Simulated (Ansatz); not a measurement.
**One shape, several levels: singlet GaHF+**

Wanted: a comparison of 6 runs (CAM-B3LYP/STO-3G, revPBE/STO-3G, CCSDT(Q)/STO-3G, CCSDTQ/STO-3G, CCSD/STO-3G, FCI/STO-3G) of singlet GaHF+. 

Program for the calculation: Ansatz 0.2.0.

129 further runs of the same task are left out: 80 that didn't finish, 49 set aside as unsound or not needed.

**1. Starting point**

GaHF+ has 3 atoms, charge +1, and is taken as a singlet. SMILES of the parent species: `[F][GaH]`. The shape is that of a PBE0-D4/def2-TZVP optimisation. That shape belongs to the parent species and isn't relaxed for this state.

Bond lengths: F1–Ga2 1.767 Å, Ga2–H3 1.610 Å. Angles: F1–Ga2–H3 114.1°.

**2. A single-point energy at CAM-B3LYP/STO-3G (run 1)**

File in.yaml:

```yaml
basis:
  gaussian: {orbitals: STO-3G}
crystal:
  periodic: [false, false, false]
  atoms:
    - {symbol: F, position_ang: [-1.252000, 0.451400, -0.644800]}
    - {symbol: Ga, position_ang: [0.292400, 0.469800, 0.214100]}
    - {symbol: H, position_ang: [0.948600, -0.985900, 0.417400]}
accuracy: high
hamiltonian: {xc: {name: CAM-B3LYP}}
total_charge: 1
magnetization: {spin_polarized: false}
```

Run with:

```bash
ansatz run in.yaml --threads 1 --pin off --max-ram 2610MiB --events-out events.jsonl --progress --plain --runs-dir runs
```

Output:

```text
Warning: RAYON_NUM_THREADS=1 ignored (pool sized by the plan → 1); use --threads N
Functional definition: CAM-B3LYP
  name "CAM-B3LYP"
  parameter alpha = 0.19
  parameter beta = 0.46
  parameter omega = 0.33/bohr
  parameter ac = 0.81
  exchange = (1 - alpha - beta)*b88_x + beta*b88_x_sr(omega) + alpha*exact_x + beta*exact_x_lr(omega)
  correlation = (1 - ac)*vwn5_c + ac*lyp_c
328 factors; integrals over basis functions are off by at most 3.1e-8 eV
111 factors; integrals over basis functions are off by at most 1.1e-9 eV
mean field evaluation 1: about -54048.7136 eV, gradient 2.9e2 eV
mean field evaluation 2: about -54187.4846 eV, gradient 1.1e2 eV
mean field evaluation 4: about -54424.7175 eV, gradient 5.3e1 eV
mean field evaluation 8: about -54434.5829 eV, gradient 5.9e1 eV
mean field evaluation 16: about -54447.9092 eV, gradient 6.8e-3 eV
mean field -54447.90921931 eV, -2000.9237576914 hartree, gradient 1.6e-8 eV, S^2 0.000000; 0 other end points of the search recorded, 0 dependent functions left out
reference -54447.90923087 eV, -2000.9237581159 hartree; 20, 20 occupied and 4, 4 virtual orbitals, 328 factors
Total energy: -54447.90923087 eV, -2000.9237581159 hartree
```

It took 2.2 s on 1 thread of Arm Neoverse N1, shared host.

**3. A single-point energy at revPBE/STO-3G (run 2)**

File input.yaml:

```yaml
crystal:
  periodic: [false, false, false]
  atoms:
    - symbol: F
      position_ang: [-1.252000, 0.451400, -0.644800]
    - symbol: Ga
      position_ang: [0.292400, 0.469800, 0.214100]
    - symbol: H
      position_ang: [0.948600, -0.985900, 0.417400]
basis:
  gaussian:
    orbitals: STO-3G
total_charge: 1
hamiltonian:
  xc: {name: revPBE}
accuracy: high
```

Run with:

```bash
ansatz run input.yaml --threads 1 --pin off --max-ram 2610MiB --events-out events.jsonl --progress --plain --runs-dir runs
```

Output:

```text
Warning: RAYON_NUM_THREADS=1 ignored (pool sized by the plan → 1); use --threads N
Functional definition: revPBE
  name "revPBE"
  parameter kappa = 1.245
  parameter beta = 0.06672455060314922
  exchange = pbe_x(kappa = kappa, mu = beta*pi^2/3)
  correlation = pbe_c(beta = beta)
328 factors; integrals over basis functions are off by at most 3.1e-8 eV
mean field evaluation 1: about -53824.3124 eV, gradient 1.8e2 eV
mean field evaluation 2: about -54169.0870 eV, gradient 9.3e1 eV
mean field evaluation 4: about -54415.5863 eV, gradient 6.6e1 eV
mean field evaluation 8: about -54192.0710 eV, gradient 2.5e2 eV
mean field evaluation 16: about -54443.6810 eV, gradient 1.5e-2 eV
mean field evaluation 32: about -54421.2878 eV, gradient 4.6e1 eV
mean field -54443.68098600 eV, -2000.7683729830 hartree, gradient 2.7e-8 eV, S^2 0.000000; 1 other end points of the search recorded, 0 dependent functions left out
reference -54443.68098812 eV, -2000.7683730610 hartree; 20, 20 occupied and 4, 4 virtual orbitals, 328 factors
Total energy: -54443.68098812 eV, -2000.7683730610 hartree
```

It took 2.6 s on 1 thread of Arm Neoverse N1, shared host.

Runs 3 to 5 aren't shown in full; the table further down has their settings and results.

**4. A single-point energy at FCI/STO-3G (run 6)**

File job.yaml:

```yaml
crystal:
  periodic: [false, false, false]
  atoms:
    - {symbol: F, position_ang: [-1.252000, 0.451400, -0.644800]}
    - {symbol: Ga, position_ang: [0.292400, 0.469800, 0.214100]}
    - {symbol: H, position_ang: [0.948600, -0.985900, 0.417400]}
basis:
  gaussian: {orbitals: STO-3G}
total_charge: 1
correlation: {method: fci, frozen_orbitals: {F: 1, Ga: 9, H: 0}}
accuracy: high
```

Run with:

```bash
ansatz run job.yaml --threads 1 --pin off --max-ram 2610MiB --events-out events.jsonl --progress --plain --runs-dir runs
```

Output, shortened:

```text
Warning: RAYON_NUM_THREADS=1 ignored (pool sized by the plan → 1); use --threads N
Functional definition: HF
  name "HF"
[...]
328 factors; integrals over basis functions are off by at most 3.1e-8 eV
[...]
mean field -54401.39560528 eV, -1999.2144139037 hartree, gradient 7.9e-8 eV, S^2 0.000000; 0 other end points of the search recorded, 0 dependent functions left out; unrestricted orbitals would lower it
[...]
unrestricted determinant -54404.11074862 eV, -1999.3141935809 hartree, S^2 1.0151
10 core orbitals not correlated: weight in the atoms' cores, before any rotation towards them, 1.000 or more for the frozen orbitals, at most 0.000 for the correlated occupied ones
reference -54401.39560528 eV, -1999.2144139037 hartree; 10, 10 occupied and 4, 4 virtual orbitals, 328 factors
state -54406.69283677 eV, -1999.4090835703 hartree
Total energy: -54406.69283677 eV, -1999.4090835703 hartree
```

It took 11 s on 1 thread of Arm Neoverse N1, shared host; peak memory 0.12 GiB.

**5. All runs side by side**

| run | level | frozen core orbitals | energy (Eh) | wall time |
| --- | --- | --- | --- | --- |
| 1 | CAM-B3LYP/STO-3G | – | -2000.923758 | 2.2 s |
| 2 | revPBE/STO-3G | – | -2000.768373 | 2.6 s |
| 3 | CCSDT(Q)/STO-3G | 10 | -1999.417636 | 2.8 s |
| 4 | CCSDTQ/STO-3G | 10 | -1999.409407 | 80 s |
| 5 | CCSD/STO-3G | 10 | -1999.377876 | 0.52 s |
| 6 | FCI/STO-3G | 10 | -1999.409084 | 11 s |

**6. What came out**

| quantity | value |
| --- | --- |
| run 6: total energy | -1999.40908 Eh |
| run 6: correlation energy (10 core orbitals frozen) | -194.7 mEh |

**Reading.** Against full CI in this basis: CCSDT(Q) -8.6 mEh; CCSDTQ -0.3 mEh; CCSD +31.2 mEh. Totals of different functionals can't be ranked against each other. In run 5 the T1 diagnostic is large, so a single reference may not serve. In runs 3, 4, 5 the log says that unrestricted orbitals would lower the reference, so the values rest on an unstable closed-shell determinant (other closed-shell runs at this shape may share the fault). In runs 1, 2, 3, 4, 5, 6 the basis is minimal, so the values are rough. All runs together took 99 s, the longest 80 s.
